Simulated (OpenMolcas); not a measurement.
**Zr³⁺ among point charges: CASSCF levels and susceptibility**

Aim: the splitting of the states of Zr³⁺ in the field of 6 point charges, its lowest levels with spin-orbit coupling and its magnetic susceptibility.

Program: OpenMolcas 26.06. Level of theory: state-averaged CASSCF, spin-orbit coupling by RASSI with atomic mean-field integrals. These are calculated values, not measurements, unless marked.

1 further run of the same task is left out (it didn't finish).

### Step 1. Starting point

* Species: Zr³⁺ (zirconium, Z = 40, 37 electrons)
* Basis: ANO-RCC-VTZP [7s6p4d2f1g], 68 functions
* Scalar Hamiltonian: DKH2, point nucleus
* Inactive shells: 1s 2s 2p 3s 3p 3d 4s 4p
* Active space: 1 electron in 5 orbitals (4d)
* Some configurations of this space: 4d
* Orbitals: optimised for each spin and parity, averaged over all roots

Outer shells as boxes (Hund's rule):

4d
```
4d [↑ ][  ][  ][  ][  ]
```

The ion sits among 6 point charges of -1.7 e arranged as a tetragonal octahedron (D4h), 2.02 Å from the ion, with the axial distance 2.464 Å. The active orbitals were held to one l.

Each step is its own input file, run in one work folder so that later steps find the files of earlier ones. Labels, J, g values, rates, χT and fits are worked out afterwards by a script from the matrices that RASSI stores. The input lists half of the charges; inversion (Group=XYZ) makes the rest.

### Step 2. One- and two-electron integrals

a.inp

```
&GATEWAY
Coord
1

Zr 0.0 0.0 0.0
Basis=ANO-RCC-VTZP
Group=XYZ
NoMove
AngMom=0.0 0.0 0.0
AMFI
XField
3 Angstrom 0
2.020000 0.000000 0.000000 -1.700000
0.000000 2.020000 0.000000 -1.700000
0.000000 0.000000 2.464400 -1.700000
&SEWARD
```

The run is started by

```sh
$ OMP_NUM_THREADS=1 MOLCAS_MEM=1689 MOLCAS_PROJECT=a pymolcas a.inp > a.log
```

### Step 3. Reference wave functions, doublets of even parity, 5 roots

a.inp

```
&RASSCF
FileOrb=start.orb
Symmetry=1
Spin=2
nActEl=1 0 0
Inactive=9 9
Ras2=5 0
CIRoot=5 5 1
SDav=5
CIMx=300
Iter=120 100
PrWF=0.3
OrbListing=Nothing
MaxOrb=0
SupSym
1
20 4 5 6 7 8 10 11 12 13 14 18 19 20 21 22 23 24 25 26 27
0
>>> COPY $Project.JobIph JOB001
```

start.orb holds the contracted functions of the basis, ordered by shell, or the orbitals of the step before.

### Step 4. State interaction with spin-orbit coupling

a.inp

```
&RASSI
NrOfJobIphs=1 5
1 2 3 4 5
IphNames
JOB001
EJob
SpinOrbit
DIPRint=1.0
SOCoupling=1000.0
Subsets=2
Property=9
'ANGMOM' 1 'ANGMOM' 2 'ANGMOM' 3 'MLTPL  1' 1 'MLTPL  1' 2 'MLTPL  1' 3
'AMFI' 1 'AMFI' 2 'AMFI' 3
SOProperty=3
'ANGMOM' 1 'ANGMOM' 2 'ANGMOM' 3
```

What does the calculation give? Wanted: spin-free ground state; first state of the same spin within the active space; lowest level; next level.

**Answer**, as computed:

| quantity | value |
| --- | --- |
| method | CASSCF |
| spin-free ground state | 2E, 2-fold in its orbital part |
| first state of the same spin within the active space | 2B2 at 6200 cm⁻¹ |
| lowest level | 2-fold E1/2, g = 0.00, 0.21, 0.21 |
| next level | 398.0 cm⁻¹ |
| χT at 300 K | 0.25 cm³ K/mol |
| effective moment at 300 K | 1.41 μB |

In words: The spin-free ground state (2E) comes to 100 % from free-ion D terms and keeps the highest spin of the shell. χT at 300 K is 0.25, against 0.38 cm³ K/mol for the spin alone, so orbital moment lowers it. The field of point charges can differ much from that of real complexes. This is an electrostatic model: the charges have no orbitals.
